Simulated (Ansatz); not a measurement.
This script makes a convergence test of the plane-wave cutoff of LiGa3, space group Pm-3m with Ansatz 0.2.0, Python API.

Script `ecut_liga3.py`:
```python
"""Convergence of LiGa3 with the plane-wave cutoff."""

import warnings

import ansatz as az
import pandas as pd

warnings.simplefilter("ignore", az.DeckWarning)

lattice = az.Lattice.of(
    [4.071548, 0.0, 0.0],
    [0.0, 4.071548, 0.0],
    [0.0, 0.0, 4.071548],
)
sites = [
    ("Li", [0.0, 0.0, 0.0]),
    ("Ga", [0.5, 0.0, 0.5]),
    ("Ga", [0.0, 0.5, 0.5]),
    ("Ga", [0.5, 0.5, 0.0]),
]
liga3 = az.Crystal(lattice=lattice)
for symbol, position in sites:
    liga3 = liga3.atom(symbol, position)

setup = (
    liga3.calculation()
    .functional("PBEsol")
    .kpoints(5, 5, 5)
    .occupations("fermi_dirac", width=50 * az.meV)
    .forces()
    .stress()  # GPa
)

rows = []
for value in [250, 300, 350, 400, 450]:
    r = setup.basis(value).run(threads=1, pin="off").report
    rows.append((value, r["free_energy_ev"] / len(r["lattice"]["sites"]), r["n_iterations"], sum(r["stress_gpa"][i][i] for i in range(3)) / 3, max(abs(f) for row in r["forces_ev_ang"] for f in row), r["n_pw"]))

table = pd.DataFrame(rows, columns=["cutoff (eV)", "F/atom (eV)", "iterations", "P (GPa)", "max component (eV/A)", "plane waves"])
print(table.round(5).to_string(index=False))

# differences from the last row
for row in rows[:-1]:
    shift = 1000 * (row[1] - rows[-1][1])
    print(f"{row[0]}: {shift:+.2f} meV/atom" + ("  (within 2 meV)" if abs(shift) < 2 else ""))
```

How fast does the energy converge with the cutoff (threshold 2 meV an atom)?

From 400 eV on it stays within 2 meV an atom of the value at 450 eV; the first row (250 eV) is off by 967.2 meV and the last but one by 0.70 meV. The energy falls steadily, as expected when plane waves are added. The pressure moves from -1.37 to -2.85 GPa (the program's stress holds a Pulay correction, so it settles early).

What the script printed:

```console
$ python ecut_liga3.py
 cutoff (eV)  F/atom (eV)  iterations  P (GPa)  max component (eV/A)  plane waves
         250  -2857.33910           8 -1.37463                   0.0          619
         300  -2858.22201           7 -2.55872                   0.0          799
         350  -2858.30189           7 -2.86134                   0.0         1021
         400  -2858.30560           7 -2.84733                   0.0         1237
         450  -2858.30630           7 -2.85337                   0.0         1419
250: +967.19 meV/atom
300: +84.28 meV/atom
350: +4.40 meV/atom
400: +0.70 meV/atom  (within 2 meV)
```

Notes:
- For a metal this k-point mesh is coarse: on a finer one energies can move by several to tens of meV an atom and pressures by half a GPa or more, differences at one mesh by less.
- Forces vanish by symmetry here and test nothing.
- Pressure is positive in compression.
- The structure comes from a database of computed cells and needn't be a stable or known phase.
- Shifts are counted from the last row, which is itself no proven limit.
- The script silences the warnings on its input, which a real study should read.
- The whole script took 6.2 s on 1 thread of Arm Neoverse V1, on a shared host, peak memory 0.42 GiB.

(Lines on the test bed's own set-up are left out of the output.)
